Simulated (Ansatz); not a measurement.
# CH4F2Si (SMILES C[SiH](F)F), step by step

Wanted: a series of 18 runs (HF/STO-3G, UHF/STO-3G, HF/3-21G, UHF/3-21G, HF/6-31G*, UHF/6-31G*, B3LYP/6-31G*, PBE/def2-SVP, and more) of CH4F2Si. 

The results are computed with Ansatz 0.2.0.

## Step 1: Starting point

The species is CH4F2Si (8 atoms), meant as a singlet with charge 0. SMILES: `C[SiH](F)F`. The coordinates come from a PBE0-D4/def2-TZVP relaxation. The run starts from this shape.

Bond lengths: C1–Si2 1.840 Å, Si2–F3 1.591 Å, Si2–F4 1.591 Å, C1–H5 1.092 Å, C1–H6 1.093 Å, C1–H7 1.093 Å, Si2–H8 1.477 Å. Some angles: C1–Si2–F3 109.8°, C1–Si2–F4 109.8°, F3–Si2–F4 106.8°, C1–Si2–H8 114.8°, F3–Si2–H8 107.6°, F4–Si2–H8 107.6°, Si2–C1–H5 110.7°, Si2–C1–H6 110.6°, Si2–C1–H7 110.6°, H5–C1–H6 108.3°.

## Step 2: A structure relaxation at HF/STO-3G (start density atoms) (run 1)

The input, job.yaml:

```yaml
crystal:
  periodic: [false, false, false]
  atoms:
    - symbol: C
      position_ang: [-0.387100, 0.881700, -0.174700]
    - symbol: Si
      position_ang: [0.329300, -0.775200, 0.180600]
    - symbol: F
      position_ang: [1.916300, -0.678300, 0.226700]
    - symbol: F
      position_ang: [-0.035400, -1.783900, -0.994000]
    - symbol: H
      position_ang: [-0.013400, 1.269000, -1.125400]
    - symbol: H
      position_ang: [-0.122700, 1.591000, 0.613300]
    - symbol: H
      position_ang: [-1.476800, 0.824400, -0.231400]
    - symbol: H
      position_ang: [-0.118100, -1.385700, 1.449000]
basis:
  gaussian: {orbitals: STO-3G}
hamiltonian: {xc: hf}
output: {orbitals: {seedname: orbitals}}
relax: {f_tol: 0.002}
```

Command:

```bash
$ ansatz run job.yaml --threads 1 --pin off --max-ram 3480MiB --events-out events.jsonl --progress --plain --runs-dir runs
```

Output (excerpt; [...] marks lines left out):

```text
Warning: RAYON_NUM_THREADS=1 ignored (pool sized by the plan → 1); use --threads N
[...]
Functional definition: HF
  name "HF"
[...]
395 factors; integrals over basis functions are off by at most 1.2e-5 eV
[...]
mean field -14189.91490519 eV, -521.4697544959 hartree, gradient 3.2e-5 eV, S^2 0.000000; 0 other end points of the search recorded, 0 dependent functions left out
[...]
reference -14189.91490519 eV, -521.4697544959 hartree; 21, 21 occupied and 7, 7 virtual orbitals, 395 factors
relax step   1: F+E_penalty+E_count = -14189.91490519 eV  Δ(F+E_penalty+E_count) = +0.000e0 eV  max|allowed force component| = 1.754e0 eV/Å  Δτ_max = 0.0000 Å  (27 SCF iters, accepted)
[...]
relax step   5: F+E_penalty+E_count = -14189.99277510 eV  Δ(F+E_penalty+E_count) = -8.105e-5 eV  max|allowed force component| = 2.807e-2 eV/Å  Δτ_max = 0.0021 Å  (25 SCF iters, accepted)
[...]
relax step   6: F+E_penalty+E_count = -14189.99281273 eV  Δ(F+E_penalty+E_count) = -3.763e-5 eV  max|allowed force component| = 8.344e-4 eV/Å  Δτ_max = 0.0020 Å  (25 SCF iters, accepted)
395 factors; integrals over basis functions are off by at most 1.5e-5 eV
mean field -14189.99281273 eV, -521.4726175452 hartree, gradient 6.1e-6 eV, S^2 0.000000; 1 other end points of the search recorded, 0 dependent functions left out
[...]
reference -14189.99281273 eV, -521.4726175452 hartree; 21, 21 occupied and 7, 7 virtual orbitals, 395 factors
Total energy: -14189.99281273 eV, -521.4726175452 hartree
Atom 0 at    -0.390402     0.877382    -0.165526 Å, force    -0.000493    -0.000026     0.000834 eV/Å
Atom 1 at     0.335866    -0.789410     0.182992 Å, force    -0.000431     0.000195     0.000518 eV/Å
Atom 2 at     1.941926    -0.704677     0.221338 Å, force     0.000637    -0.000210     0.000309 eV/Å
Atom 3 at    -0.018804    -1.815312    -1.004363 Å, force    -0.000214    -0.000693    -0.000211 eV/Å
Atom 4 at    -0.032948     1.280425    -1.103533 Å, force     0.000262     0.000408    -0.000754 eV/Å
Atom 5 at    -0.134487     1.582137     0.614327 Å, force    -0.000673    -0.000202    -0.000365 eV/Å
Atom 6 at    -1.469665     0.826048    -0.219353 Å, force     0.000506     0.000465     0.000336 eV/Å
Atom 7 at    -0.139386    -1.313593     1.418218 Å, force     0.000405     0.000064    -0.000667 eV/Å
Dipole moment:    -0.191539     0.165502     0.156438 e Å
```

Run time: 4.5 s. Hardware: 1 thread of Arm Neoverse V1, shared host; peak memory 0.1 GiB.

Steps, from the record of the run:

```csv
step,energy from the first frame kept (eV),largest force (eV/Å)
1,0.0000,2.0139
2,-0.0722,0.6233
3,-0.0770,0.1752
4,-0.0778,0.0286
5,-0.0779,0.0318
6,-0.0779,0.0010
```

After the run. Bond lengths: C1–Si2 1.851 Å, Si2–F3 1.609 Å, Si2–F4 1.609 Å, C1–H5 1.082 Å, C1–H6 1.082 Å, C1–H7 1.082 Å, Si2–H8 1.424 Å. Some angles: C1–Si2–F3 110.4°, C1–Si2–F4 110.4°, F3–Si2–F4 105.7°, C1–Si2–H8 111.3°, F3–Si2–H8 109.4°, F4–Si2–H8 109.4°, Si2–C1–H5 111.7°, Si2–C1–H6 111.0°, Si2–C1–H7 111.0°, H5–C1–H6 107.7°.

## Step 3: Vibrational wavenumbers at HF/STO-3G (start density atoms) (run 2)

The input, molecule.yaml:

```yaml
crystal:
  periodic: [false, false, false]
  atoms:
    - symbol: C
      position_ang: [-0.390402, 0.877382, -0.165526]
    - symbol: Si
      position_ang: [0.335866, -0.789410, 0.182992]
    - symbol: F
      position_ang: [1.941926, -0.704677, 0.221338]
    - symbol: F
      position_ang: [-0.018804, -1.815312, -1.004363]
    - symbol: H
      position_ang: [-0.032948, 1.280425, -1.103533]
    - symbol: H
      position_ang: [-0.134487, 1.582137, 0.614327]
    - symbol: H
      position_ang: [-1.469665, 0.826048, -0.219353]
    - symbol: H
      position_ang: [-0.139386, -1.313593, 1.418218]
basis:
  gaussian:
    orbitals: STO-3G
hamiltonian:
  xc: hf
phonons:
  temperatures: {t_min: 298.15, t_max: 298.15, t_step: 1}
```

Command:

```bash
$ ansatz run molecule.yaml --threads 1 --pin off --max-ram 3480MiB --events-out events.jsonl --progress --plain --runs-dir runs
```

Output (excerpt; [...] marks lines left out):

```text
Warning: RAYON_NUM_THREADS=1 ignored (pool sized by the plan → 1); use --threads N
[... 2 set-up lines as earlier in the session ...]
[...]
397 factors; integrals over basis functions are off by at most 8.5e-6 eV
[...]
mean field -14189.99283264 eV, -521.4726182768 hartree, gradient 3.4e-5 eV, S^2 0.000000; 0 other end points of the search recorded, 0 dependent functions left out
[...]
reference -14189.99283264 eV, -521.4726182768 hartree; 21, 21 occupied and 7, 7 virtual orbitals, 397 factors
[...]
397 factors; integrals over basis functions are off by at most 8.6e-6 eV
[...]
mean field -14189.99260060 eV, -521.4726097494 hartree, gradient 1.4e-6 eV, S^2 0.000000; 0 other end points of the search recorded, 0 dependent functions left out
[...]
reference -14189.99260060 eV, -521.4726097494 hartree; 21, 21 occupied and 7, 7 virtual orbitals, 397 factors
[...]
397 factors; integrals over basis functions are off by at most 8.5e-6 eV
[...]
Total energy: -14189.99283264 eV, -521.4726182768 hartree
Atom 0 at    -0.390402     0.877382    -0.165526 Å, force    -0.000509    -0.000025     0.000867 eV/Å
Atom 1 at     0.335866    -0.789410     0.182992 Å, force    -0.000415     0.000179     0.000505 eV/Å
Atom 2 at     1.941926    -0.704677     0.221338 Å, force     0.000657    -0.000204     0.000312 eV/Å
Atom 3 at    -0.018804    -1.815312    -1.004363 Å, force    -0.000223    -0.000708    -0.000226 eV/Å
Atom 4 at    -0.032948     1.280425    -1.103533 Å, force     0.000256     0.000406    -0.000753 eV/Å
Atom 5 at    -0.134487     1.582137     0.614327 Å, force    -0.000665    -0.000217    -0.000362 eV/Å
Atom 6 at    -1.469665     0.826048    -0.219353 Å, force     0.000513     0.000456     0.000333 eV/Å
Atom 7 at    -0.139386    -1.313593     1.418218 Å, force     0.000385     0.000112    -0.000676 eV/Å
Dipole moment:    -0.191538     0.165503     0.156436 e Å
Vibrations: 105.69 267.15 314.27 370.39 796.06 928.95 970.04 978.83 981.93 1149.08 1151.16 1680.57 1842.16 1842.61 2877.14 3572.36 3752.64 3755.07 cm⁻¹, zero-point energy 1.694624 eV
```

Run time: 17 s. Hardware: 1 thread of Arm Neoverse V1, shared host; peak memory 0.081 GiB.

Runs 3 to 15 aren't shown in full; the table further down has their settings and results.

## Step 4: Vibrational wavenumbers at PBE/def2-SVP (start density atoms) (run 16)

The input, run.yaml:

```yaml
crystal:
  periodic: [false, false, false]
  atoms:
    - {symbol: C, position_ang: [-0.392720, 0.890873, -0.174024]}
    - {symbol: Si, position_ang: [0.328880, -0.782909, 0.188278]}
    - {symbol: F, position_ang: [1.957695, -0.680905, 0.230325]}
    - {symbol: F, position_ang: [-0.043935, -1.814650, -1.020744]}
    - {symbol: H, position_ang: [-0.010673, 1.280648, -1.139121]}
    - {symbol: H, position_ang: [-0.125433, 1.614450, 0.622666]}
    - {symbol: H, position_ang: [-1.498648, 0.836774, -0.235024]}
    - {symbol: H, position_ang: [-0.123066, -1.401282, 1.471744]}
basis:
  gaussian:
    orbitals: def2-SVP
hamiltonian:
  xc: {name: PBE}
phonons:
  temperatures:
    t_min: 298.15
    t_max: 298.15
    t_step: 1
```

Command:

```bash
$ ansatz run run.yaml --threads 1 --pin off --max-ram 3480MiB --events-out events.jsonl --progress --plain --runs-dir runs
```

Output (excerpt; [...] marks lines left out):

```text
Warning: RAYON_NUM_THREADS=1 ignored (pool sized by the plan → 1); use --threads N
Functional definition: PBE
  name "PBE"
[...]
882 factors; their error is unknown
[...]
mean field -14398.67190923 eV, -529.1414328940 hartree, gradient 1.8e-5 eV, S^2 0.000000; 0 other end points of the search recorded, 0 dependent functions left out
[...]
reference -14398.67193997 eV, -529.1414340234 hartree; 21, 21 occupied and 59, 59 virtual orbitals, 882 factors
[...]
882 factors; their error is unknown
[...]
mean field -14398.67176268 eV, -529.1414275082 hartree, gradient 1.9e-6 eV, S^2 0.000000; 0 other end points of the search recorded, 0 dependent functions left out
[...]
reference -14398.67179341 eV, -529.1414286376 hartree; 21, 21 occupied and 59, 59 virtual orbitals, 882 factors
[...]
882 factors; their error is unknown
[...]
Total energy: -14398.67193997 eV, -529.1414340234 hartree
Atom 0 at    -0.392720     0.890873    -0.174024 Å, force    -0.000032     0.000180    -0.000200 eV/Å
Atom 1 at     0.328880    -0.782909     0.188278 Å, force    -0.000156     0.000017     0.000198 eV/Å
Atom 2 at     1.957695    -0.680905     0.230325 Å, force     0.000190    -0.000012    -0.000021 eV/Å
Atom 3 at    -0.043935    -1.814650    -1.020744 Å, force    -0.000027    -0.000104    -0.000106 eV/Å
Atom 4 at    -0.010673     1.280648    -1.139121 Å, force    -0.000012    -0.000108     0.000155 eV/Å
Atom 5 at    -0.125433     1.614450     0.622666 Å, force    -0.000029    -0.000052     0.000051 eV/Å
Atom 6 at    -1.498648     0.836774    -0.235024 Å, force     0.000045    -0.000033     0.000034 eV/Å
Atom 7 at    -0.123066    -1.401282     1.471744 Å, force     0.000021     0.000112    -0.000112 eV/Å
Dipole moment:    -0.272130     0.328132     0.138030 e Å
Vibrations: 133.70 207.83 262.50 319.42 647.02 718.26 745.92 818.15 821.88 904.39 955.13 1228.77 1375.18 1377.09 2219.24 2982.72 3084.50 3087.52 cm⁻¹, zero-point energy 1.356959 eV
```

Wall time 64 s (1 thread of Arm Neoverse V1, shared host); peak memory 0.11 GiB.

Run 17 isn't shown in full; the table further down has it.

## Step 5: The harmonic vibrations at MP2/6-31G(d) (Cartesian functions, start density atoms) (run 18)

The input, run.yaml:

```yaml
crystal:
  periodic: [false, false, false]
  atoms:
    - {symbol: C, position_ang: [-0.389271, 0.883373, -0.172750]}
    - {symbol: Si, position_ang: [0.332581, -0.783608, 0.182990]}
    - {symbol: F, position_ang: [1.939468, -0.679767, 0.230128]}
    - {symbol: F, position_ang: [-0.041246, -1.801715, -1.008146]}
    - {symbol: H, position_ang: [-0.018473, 1.276171, -1.122973]}
    - {symbol: H, position_ang: [-0.127125, 1.597412, 0.612777]}
    - {symbol: H, position_ang: [-1.479886, 0.831391, -0.231755]}
    - {symbol: H, position_ang: [-0.123948, -1.380257, 1.453829]}
basis:
  gaussian:
    orbitals: "6-31G*"
correlation:
  method: mp2
phonons:
  temperatures: {t_min: 298.15, t_max: 298.15, t_step: 1}
```

Command:

```bash
$ ansatz run run.yaml --threads 1 --pin off --max-ram 3480MiB --events-out events.jsonl --progress --plain --runs-dir runs
```

Output (excerpt; [...] marks lines left out):

```text
Warning: RAYON_NUM_THREADS=1 ignored (pool sized by the plan → 1); use --threads N
[... 2 set-up lines as earlier in the session ...]
[...]
744 factors; integrals over basis functions are off by at most 4.3e-4 eV
[...]
mean field -14371.29706230 eV, -528.1354258247 hartree, gradient 4.2e-6 eV, S^2 0.000000; 0 other end points of the search recorded, 0 dependent functions left out
8 core orbitals not correlated: weight in the atoms' cores, before any rotation towards them, 1.000 or more for the frozen orbitals, at most 0.000 for the correlated occupied ones
reference -14371.29706230 eV, -528.1354258247 hartree; 13, 13 occupied and 51, 51 virtual orbitals, 744 factors
second order -15.14960800 eV of doubles, -0.00000000 eV of singles
[...]
744 factors; integrals over basis functions are off by at most 4.3e-4 eV
[...]
Atom 0 at    -0.389271     0.883373    -0.172750 Å, force    -0.000792     0.000497     0.000850 eV/Å
Atom 1 at     0.332581    -0.783608     0.182990 Å, force     0.000486    -0.000720    -0.000191 eV/Å
Atom 2 at     1.939468    -0.679767     0.230128 Å, force    -0.000589     0.000088    -0.000223 eV/Å
Atom 3 at    -0.041246    -1.801715    -1.008146 Å, force     0.000164     0.000532     0.000315 eV/Å
Atom 4 at    -0.018473     1.276171    -1.122973 Å, force     0.000296    -0.000531     0.000102 eV/Å
Atom 5 at    -0.127125     1.597412     0.612777 Å, force    -0.000180     0.000020    -0.000584 eV/Å
Atom 6 at    -1.479886     0.831391    -0.231755 Å, force     0.000430     0.000362    -0.000283 eV/Å
Atom 7 at    -0.123948    -1.380257     1.453829 Å, force     0.000184    -0.000249     0.000013 eV/Å
Dipole moment:    -0.273342     0.308587     0.157638 e Å
Vibrations: 147.46 221.40 281.03 345.92 693.43 796.56 809.24 877.49 891.88 981.62 1024.03 1388.46 1521.13 1521.66 2378.50 3113.80 3208.01 3212.43 cm⁻¹, zero-point energy 1.451488 eV
Checks for a lower state left out: cluster_reference
```

It took 94 s on 1 thread of Arm Neoverse V1, shared host; peak memory 0.14 GiB.

## Step 6: Overview of the runs

```csv
run,level,task,walk f tol,partner,energy (Eh),dipole moment (D),wall time
1,HF/STO-3G (start density atoms),optimise,0.002,base,-521.472618,1.43,4.5 s
2,HF/STO-3G (start density atoms),frequencies,–,base,-521.472618,1.43,17 s
3,UHF/STO-3G (start density atoms),energy,–,cation,-521.161921,–,1 s
4,UHF/STO-3G (start density atoms),optimise,–,cation,-521.212952,–,12 s
5,HF/3-21G (start density atoms),optimise,0.002,base,-525.328230,2.91,6 s
6,HF/3-21G (start density atoms),frequencies,–,base,-525.328230,2.91,18 s
7,UHF/3-21G (start density atoms),energy,–,cation,-524.887558,–,0.68 s
8,UHF/3-21G (start density atoms),optimise,–,cation,-524.937062,–,9 s
9,"HF/6-31G* (Cartesian functions, start density atoms)",optimise,0.002,base,-528.136516,2.19,9.3 s
10,"HF/6-31G* (Cartesian functions, start density atoms)",frequencies,–,base,-528.136516,2.19,45 s
11,"UHF/6-31G* (Cartesian functions, start density atoms)",energy,–,cation,-527.711580,–,1.2 s
12,"UHF/6-31G* (Cartesian functions, start density atoms)",optimise,–,cation,-527.763666,–,15 s
13,"B3LYP/6-31G* (Cartesian functions, start density atoms)",optimise,0.002,base,-529.825851,2.08,17 s
14,"B3LYP/6-31G* (Cartesian functions, start density atoms)",frequencies,–,base,-529.825851,2.08,92 s
15,PBE/def2-SVP (start density atoms),optimise,0.002,base,-529.141434,2.15,18 s
16,PBE/def2-SVP (start density atoms),frequencies,–,base,-529.141434,2.15,64 s
17,"MP2/6-31G* (Cartesian functions, start density atoms)",optimise,0.002,base,-528.692164,2.12,13 s
18,"MP2/6-31G* (Cartesian functions, start density atoms)",frequencies,–,base,-528.692164,2.12,94 s
```

## Step 7: What came out

| quantity | value |
| --- | --- |
| run 18, MP2/6-31G*: total energy | -528.69216 Eh |
| run 18, MP2/6-31G*: dipole moment (correlated density) | 2.12 D |
| run 18, MP2/6-31G*: correlation energy (8 core orbitals frozen) | -556.7 mEh |
| run 18, MP2/6-31G*: largest force on an atom | 0.001 eV/Å |
| run 18, MP2/6-31G*: lowest harmonic wavenumber | 147 cm⁻¹ |
| run 18, MP2/6-31G*: highest harmonic wavenumber | 3212 cm⁻¹ |
| run 18, MP2/6-31G*: zero-point energy | 140.0 kJ/mol |
| vertical ionisation energy (to the doublet cation), HF/STO-3G | 8.455 eV |
| vertical ionisation energy (to the doublet cation), HF/3-21G | 11.991 eV |
| vertical ionisation energy (to the doublet cation), HF/6-31G* | 11.563 eV |
| adiabatic ionisation energy (to the doublet cation, no zero-point term), HF/STO-3G | 7.066 eV |
| adiabatic ionisation energy (to the doublet cation, no zero-point term), HF/3-21G | 10.644 eV |
| adiabatic ionisation energy (to the doublet cation, no zero-point term), HF/6-31G* | 10.146 eV |

What this shows: At HF/STO-3G: removing an electron at fixed nuclei costs 8.45 eV (816 kJ/mol). In a minimal basis such a difference can be off by several eV, whatever the method. At HF/3-21G: the vertical ionisation energy comes to 11.99 eV (1157 kJ/mol). At HF/6-31G*: the vertical ionisation energy comes to 11.56 eV (1116 kJ/mol). At HF/STO-3G: the adiabatic ionisation energy (to the doublet cation, no zero-point term) is 7.07 eV (163 kcal/mol). At HF/3-21G: the adiabatic ionisation energy (to the doublet cation, no zero-point term) is 10.64 eV (245 kcal/mol). Totals of different functionals can't be ranked against each other. In runs 1, 2, 3, 4 the basis is minimal, so the values are rough. All runs together took 7.3 min, the longest 94 s.
